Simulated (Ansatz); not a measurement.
# C2H8O3Si2: a ladder of functionals and wavefunction methods

Aim: compute C2H8O3Si2 with functionals from several rungs and with coupled cluster, and see how far each lands from CCSD(T) at the basis-set limit for the atomisation energy.

Method: functionals in def2-TZVPP, the program's frozen cores in correlated methods; program: Ansatz 0.2.0, Gaussian basis.

Plan: PBE-D4, r2SCAN-D4, PBE0-D4, B3LYP-D4, ωB97X-V, ωB97M-V, B2PLYP; CCSD(T)/def2-TZVPP; MP2/def2-QZVPP; extrapolation to the limit.

## Step 1: The geometry

The geometry comes from an earlier relaxation with PBE0-D4 in a triple-zeta def2 set; it is a stationary point, not always the lowest conformer.

SMILES `C=C[Si](O)(O)O[SiH3]`, 15 atoms, charge 0, spin multiplicity 1.

Atoms are counted from 1 here; the program's logs count them from 0.

Bond lengths: C1–C2 1.330 Å, C1–H8 1.086 Å, C1–H9 1.086 Å, C2–Si3 1.844 Å, C2–H10 1.089 Å, Si3–O4 1.638 Å, Si3–O5 1.631 Å, Si3–O6 1.631 Å, O4–H11 0.958 Å, O5–H12 0.959 Å, O6–Si7 1.635 Å, Si7–H13 1.485 Å, Si7–H14 1.486 Å, Si7–H15 1.485 Å. Angles: C2–C1–H8 122.3°, C2–C1–H9 121.7°, H8–C1–H9 116.0°, C1–C2–Si3 123.6°, C1–C2–H10 118.2°, Si3–C2–H10 118.2°, C2–Si3–O4 113.5°, C2–Si3–O5 108.0°, C2–Si3–O6 108.6°, O4–Si3–O5 106.0°, O4–Si3–O6 108.2°, O5–Si3–O6 112.6°, Si3–O4–H11 117.5°, Si3–O5–H12 116.9°, Si3–O6–Si7 145.2°, O6–Si7–H13 110.9°, O6–Si7–H14 108.6°, O6–Si7–H15 109.4° and more.

## Step 2: PBE-D4 (GGA)

in.yaml

```yaml
crystal:
  periodic: [false, false, false]
  atoms:
    - {symbol: C, position_ang: [1.665038, -1.107749, -1.074185]}
    - {symbol: C, position_ang: [0.911636, -1.545231, -0.069009]}
    - {symbol: Si, position_ang: [-0.229957, -0.465639, 0.896448]}
    - {symbol: O, position_ang: [0.198414, -0.301330, 2.469297]}
    - {symbol: O, position_ang: [-1.702700, -1.167283, 0.902950]}
    - {symbol: O, position_ang: [-0.244421, 1.016764, 0.215654]}
    - {symbol: Si, position_ang: [-0.909212, 1.952448, -0.949235]}
    - {symbol: H, position_ang: [2.337772, -1.761573, -1.622056]}
    - {symbol: H, position_ang: [1.641912, -0.070218, -1.395736]}
    - {symbol: H, position_ang: [0.982214, -2.596266, 0.206306]}
    - {symbol: H, position_ang: [0.919675, 0.295992, 2.670508]}
    - {symbol: H, position_ang: [-2.263701, -0.991950, 1.660185]}
    - {symbol: H, position_ang: [-1.820387, 1.158370, -1.812464]}
    - {symbol: H, position_ang: [0.182492, 2.522176, -1.780720]}
    - {symbol: H, position_ang: [-1.668766, 3.061489, -0.317934]}
basis:
  gaussian: {orbitals: def2-TZVPP}
hamiltonian: {xc: pbe, dispersion: d4}
output: {forces: true, orbitals: {seedname: orbitals}}
```

The run is started by

```
$ ansatz run in.yaml --threads 2 --pin off --events-out ev --progress --plain --max-ram 32768MiB --backend cuda --devices 0, --max-vram 18GiB
```

After this run come: r2SCAN-D4 (meta-GGA); PBE0-D4 (hybrid); B3LYP-D4 (hybrid); ωB97X-V (range-separated); ωB97M-V (range-separated); B2PLYP (double hybrid); CCSD(T) in def2-TZVPP; MP2 in def2-QZVPP.

Q: Predict the results of all the runs planned. Wanted: atomisation energy, CCSD(T)/CBS; farthest; mean size of error, hybrid; mean size of error, range-separated; gap, smallest and largest; T1 diagnostic; triples share of the correlation energy.

As calculated:

| quantity | value |
| --- | --- |
| atomisation energy, CCSD(T)/CBS | 6043.5 kJ/mol |
| functionals within 30.2 kJ/mol (0.5 %) | PBE-D4, r2SCAN-D4, ωB97X-V, ωB97M-V |
| farthest | B2PLYP (-91.9 kJ/mol) |
| mean size of error, hybrid | 59.2 kJ/mol |
| mean size of error, range-separated | 11.8 kJ/mol |
| gap, smallest and largest | 5.40 eV (PBE-D4), 12.23 eV (ωB97X-V) |
| T1 diagnostic | 0.0117 |
| triples share of the correlation energy | 3.7 % |

What this shows: PBE-D4 misses by +27.2 kJ/mol. Double hybrids carry the basis error of their MP2 part in triple zeta, and no dispersion term here, so their miss is partly the set-up's. Misses under about 30.2 kJ/mol are within the doubt on the reference itself, which lacks core-valence correlation, relativity and higher excitations. Hartree-Fock recovers 73 % of the binding; the rest is correlation. The gap grows from 5.4 to 12.2 eV across the functionals, mostly with the share of exact exchange.
